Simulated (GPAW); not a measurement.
Crystal: InSb3.

```
Sb In
1.0
     0.00000    3.79455    3.79455
     3.79455    0.00000    3.79455
     3.79455    3.79455    0.00000
Sb In
3 1
Direct
  0.50000 0.50000 0.50000
  0.75000 0.75000 0.75000
  0.25000 0.25000 0.25000
  0.00000 0.00000 0.00000
```

The cell comes from a database or a generator and needn't be the stable form of this composition.

```yaml
Program: GPAW 26.7.0
Task: relaxation of cell and atoms
Functional: PBEsol
Dispersion: D4
Potentials_or_basis: PAW data sets generated in the run's folder for this functional
Cutoff: 600 eV
Basis: pw
k_mesh: 5 × 5 × 5
Occupations: fermi-dirac, width 0.05 eV
Spin: no spin polarisation
```

At the start: pressure -5.0 GPa; volume 27.32 Å³/atom.

Task: How do energy, volume and symmetry change on relaxing?

Result: Over 5 steps the energy falls by 42.7 meV/atom and the volume is 24.93 Å³/atom (-8.7 %); space group Fm-3m (No. 225, to 0.05 Å).

Step by step:
```
step  energy change (eV)  largest force (eV/Å)  pressure (GPa)  volume (Å³)
   1              0.0000                0.0000           -5.00       109.27
   2             -0.0307                0.0000           -4.65       108.28
   3             -0.1594                0.0000            1.68        97.51
   4             -0.1707                0.0000           -0.24       100.05
   5             -0.1709                0.0000           -0.01        99.72
```

Final structure:
```xyz
4
Lattice="0.0000 3.6806 3.6806 3.6806 0.0000 3.6806 3.6806 3.6806 0.0000" Properties=species:S:1:pos:R:3 pbc="T T T"
Sb    3.6806    3.6806    3.6806
Sb    5.5209    5.5209    5.5209
Sb    1.8403    1.8403    1.8403
In    0.0000    0.0000    0.0000
```

Caveat: later steps reuse the first step's grids; pairwise dispersion overbinds metals, which lowers pressure and volume.
